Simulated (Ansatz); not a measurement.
# Sn: the cost of one run

Method: DFT r2SCAN, scalar-relativistic, plane waves, PAW, in Ansatz 0.2.0.

### Step 1. The structure to begin with

Symmetry: I4/mmm, No. 139, tetragonal system. The conventional cell has a = 3.182 Å, b = 3.182 Å, c = 5.831 Å, α = 90.00°, β = 90.00°, γ = 90.00°. Around Sn (site symmetry 4/mmm) lie 4 Sn at 3.18 Å.

As a file:

```
CELL_PARAMETERS angstrom
-1.59075 1.59075 2.91565
1.59075 -1.59075 2.91565
1.59075 1.59075 -2.91565
ATOMIC_POSITIONS crystal
Sn 0.00000 0.00000 0.00000
```

No relaxation comes first: the listed cell is the starting point.

### Step 2. Zero of the scan

input.yaml reads:

```yaml
crystal:
  lattice:
    - [-1.59075, 1.59075, 2.91565]
    - [1.59075, -1.59075, 2.91565]
    - [1.59075, 1.59075, -2.91565]
  atoms:
    - { symbol: Sn, position: [0.0, 0.0, 0.0] }
basis:
  ecutwfc: 500
kpoints:
  mp_grid: { grid: [20, 20, 20] }
hamiltonian:
  xc: r2scan
scf:
  occupations: { method: methfessel_paxton, width: 0.1 }
output:
  forces: true
  stress: true
  eigenvalues: true
```

Run with:

```
ansatz run input.yaml --threads 1 --pin off --max-ram 2560MiB --backend cpu --events-out ev --progress --plain --runs-dir out
```

What time and memory should one allow on 1 thread of Intel Xeon at 2.70GHz, shared host?

About 21 s, with a peak of 0.61 GiB.
